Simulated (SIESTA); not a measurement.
Crystal: Mo3Pt.

```
Pt Mo
1.0
     3.97398    0.00000    0.00000
     0.00000    3.97398    0.00000
     0.00000    0.00000    3.97398
Pt Mo
1 3
Direct
  0.00000 0.00000 0.00000
  0.50000 0.50000 0.00000
  0.50000 0.00000 0.50000
  0.00000 0.50000 0.50000
```

The cell comes from a database or a generator and needn't be the stable form of this composition.

```yaml
Program: SIESTA 5.4.2
Task: single point
Functional: PBEsol
Potentials_or_basis: PseudoDojo 0.4 standard (PBEsol files)
Basis: DZP (energy shift 0.003 Ry; two zetas on semicore shells)
Grid_cutoff: 800 Ry
Energy_shift: 0.003 Ry
k_mesh: 7 × 7 × 7
Occupations: fermi-dirac, width 0.05 eV
Spin: no spin polarisation
```

On this cell: pressure -7.3 GPa; largest force zero by symmetry; band gap on the k mesh none (metal or under the smearing width).

The same run follows on a disturbed copy (atoms moved at random, drawn with an rms of 0.05 Å):

```xyz
4
Lattice="3.9740 0.0000 0.0000 0.0000 3.9740 0.0000 0.0000 0.0000 3.9740" Properties=species:S:1:pos:R:3 pbc="T T T"
Pt   -0.0384    0.0640    0.0137
Mo    1.9778    1.9749    0.0385
Mo    2.0201   -0.0036    1.9804
Mo    0.0072    1.9738    2.0004
```

Q: What does the disturbed cell give?

A: The energy (extrapolated to zero smearing) moves by +14.8 meV/atom; pressure -6.7 GPa; largest force 1.005 eV/Å; band gap on the k mesh none (metal or under the smearing width).

Forces on the atoms (eV/Å):
```
Pt   0.551 -0.827 -0.144
Mo  -0.092  0.484 -0.347
Mo  -0.550 -0.150  0.355
Mo   0.088  0.491  0.136
```

Stress tensor (GPa, compression positive):
```
-6.69 -0.29 -0.17
-0.29 -6.73 -0.04
-0.17 -0.04 -6.53
```

Caveats: short orbitals over semicore shells can move pressures by several GPa; the basis of atomic orbitals isn't converged, which shifts pressures, moduli and gaps.
